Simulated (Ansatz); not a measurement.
# C2H7NOSi2: the cost of one run

Program: Ansatz 0.2.0. Level of theory: RKS PBE/def2-SVP. These are calculated values, not measurements.

### Step 1. The structure to begin with

Bond lengths: C1–Si2 1.810 Å, Si2–N3 1.791 Å, N3–C4 1.283 Å, C4–Si5 1.886 Å, Si2–O6 1.715 Å, Si5–O6 1.720 Å, C1–H7 1.050 Å, C1–H8 1.115 Å, C1–H9 1.159 Å, Si2–H10 1.493 Å, C4–H11 1.108 Å, Si5–H12 1.483 Å, Si5–H13 1.543 Å. Angles (14 of 23 angles, heavy atoms first): C1–Si2–N3 106.1°, C1–Si2–O6 116.1°, N3–Si2–O6 101.6°, Si2–N3–C4 111.5°, N3–C4–Si5 118.9°, C4–Si5–O6 94.8°, Si2–O6–Si5 112.7°, C1–Si2–H10 111.8°, N3–Si2–H10 110.6°, O6–Si2–H10 110.0°, Si2–C1–H7 114.8°, Si2–C1–H8 109.2°, Si2–C1–H9 112.3°, N3–C4–H11 119.9°.

Structure file:

```xyz
13

C    -0.6749   -0.0968    2.1007
Si    0.5813   -0.0404    0.7993
N     0.2374   -1.4256   -0.2827
C     0.1602   -1.0558   -1.5089
Si    0.1780    0.7878   -1.9079
O     0.4820    1.2811   -0.2888
H    -0.6416   -0.9534    2.7077
H    -1.6851    0.0024    1.6395
H    -0.6248    0.8250    2.8016
H     1.9627   -0.1393    1.3568
H    -0.1274   -1.7882   -2.2893
H     1.3378    1.1761   -2.7466
H    -1.1652    1.3924   -2.3666
```

### Step 2. Relaxing end A

input.yaml reads:

```yaml
crystal:
  periodic: [false, false, false]
  atoms:
    - { symbol: C, position_ang: [-0.6749, -0.0968, 2.1007] }
    - { symbol: Si, position_ang: [0.5813, -0.0404, 0.7993] }
    - { symbol: "N", position_ang: [0.2374, -1.4256, -0.2827] }
    - { symbol: C, position_ang: [0.1602, -1.0558, -1.5089] }
    - { symbol: Si, position_ang: [0.178, 0.7878, -1.9079] }
    - { symbol: O, position_ang: [0.482, 1.2811, -0.2888] }
    - { symbol: H, position_ang: [-0.6416, -0.9534, 2.7077] }
    - { symbol: H, position_ang: [-1.6851, 0.0024, 1.6395] }
    - { symbol: H, position_ang: [-0.6248, 0.825, 2.8016] }
    - { symbol: H, position_ang: [1.9627, -0.1393, 1.3568] }
    - { symbol: H, position_ang: [-0.1274, -1.7882, -2.2893] }
    - { symbol: H, position_ang: [1.3378, 1.1761, -2.7466] }
    - { symbol: H, position_ang: [-1.1652, 1.3924, -2.3666] }
basis:
  gaussian: { orbitals: def2-SVP }
hamiltonian:
  xc: pbe
relax:
  f_tol: 0.02
  max_steps: 50
```

Run with:

```sh
$ ansatz run input.yaml --threads 2 --pin off --max-ram 3072MiB --backend cpu --events-out ev --progress --plain --runs-dir out
```

Q: Estimate wall time and peak memory on 2 threads of Intel Xeon Platinum 8488C (Sapphire Rapids), shared host.

About 19 s, with a peak of 0.19 GiB.
